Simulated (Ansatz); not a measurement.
# CH6BrClHfOSi: basis-set convergence

Aim: see how fast density functionals converge with the basis set for CH6BrClHfOSi.

Computed with Ansatz 0.2.0, Gaussian basis. Level: one geometry, several basis sets.

The runs, in order: PBE0-D4/def2-SVP; ωB97M-V/def2-SVP; PBE0-D4/def2-QZVPP; ωB97M-V/def2-QZVPP; the functionals' def2-TZVPP values are taken from earlier runs.

### Step 1. The geometry

An earlier PBE0-D4 in a triple-zeta def2 set relaxation fixed the geometry. Hf takes the def2 core potential; no spin-orbit term is included.

SMILES `[CH3][Hf]([Cl])([Br])[O][SiH3]`, 12 atoms, charge 0, spin multiplicity 1.

Atoms are counted from 1 here; the program's logs count them from 0.

Bond lengths: C1–Hf2 2.190 Å, C1–H7 1.096 Å, C1–H8 1.096 Å, C1–H9 1.096 Å, Hf2–Cl3 2.345 Å, Hf2–Br4 2.506 Å, Hf2–O5 1.909 Å, O5–Si6 1.646 Å, Si6–H10 1.484 Å, Si6–H11 1.484 Å, Si6–H12 1.484 Å. Angles: Hf2–C1–H7 111.2°, Hf2–C1–H8 110.7°, Hf2–C1–H9 111.4°, H7–C1–H8 107.8°, H7–C1–H9 107.8°, H8–C1–H9 107.8°, C1–Hf2–Cl3 106.3°, C1–Hf2–Br4 106.8°, C1–Hf2–O5 104.3°, Cl3–Hf2–Br4 115.1°, Cl3–Hf2–O5 111.6°, Br4–Hf2–O5 111.8°, Hf2–O5–Si6 179.2°, O5–Si6–H10 109.1°, O5–Si6–H11 109.1°, O5–Si6–H12 109.3°, H10–Si6–H11 109.7°, H10–Si6–H12 109.8° and more.

### Step 2. PBE0-D4 in def2-SVP

File in.yaml:

```yaml
crystal:
  periodic: [false, false, false]
  atoms:
    - {symbol: C, position_ang: [-2.114064, 0.634776, -0.259445]}
    - {symbol: Hf, position_ang: [-0.617971, -0.207834, 1.100614]}
    - {symbol: Cl, position_ang: [-0.436612, 1.292772, 2.893432]}
    - {symbol: Br, position_ang: [-1.408504, -2.505026, 1.715096]}
    - {symbol: O, position_ang: [0.984769, -0.261447, 0.065842]}
    - {symbol: Si, position_ang: [2.378777, -0.315880, -0.807394]}
    - {symbol: H, position_ang: [-2.239706, 0.007463, -1.149226]}
    - {symbol: H, position_ang: [-3.088671, 0.710944, 0.236499]}
    - {symbol: H, position_ang: [-1.830333, 1.638670, -0.594899]}
    - {symbol: H, position_ang: [2.123531, -1.023832, -2.086469]}
    - {symbol: H, position_ang: [2.833924, 1.069386, -1.083674]}
    - {symbol: H, position_ang: [3.414870, -1.039993, -0.030365]}
basis:
  gaussian: {orbitals: def2-SVP}
hamiltonian: {xc: pbe0, dispersion: d4}
output: {orbitals: {seedname: orbitals}}
```

Launch:

```
> ansatz run in.yaml --threads 2 --pin off --events-out ev --progress --plain --max-ram 22528MiB --backend cpu
```

After this run come: ωB97M-V in def2-SVP; PBE0-D4 in def2-QZVPP; ωB97M-V in def2-QZVPP.

Before running them: what should the planned runs give, taken together? Wanted: PBE0-D4: double and triple zeta above quadruple; ωB97M-V: double and triple zeta above quadruple.

**Answer**, as computed:

| quantity | value |
| --- | --- |
| PBE0-D4: double and triple zeta above quadruple | 22.04, 2.27 eV |
| ωB97M-V: double and triple zeta above quadruple | 22.03, 2.17 eV |

In words: For PBE0-D4 the step from double to triple zeta gains 19.77 eV and the next only 2.27 eV. These are total energies; as a rule much of such shifts cancels in differences, which this series doesn't test.
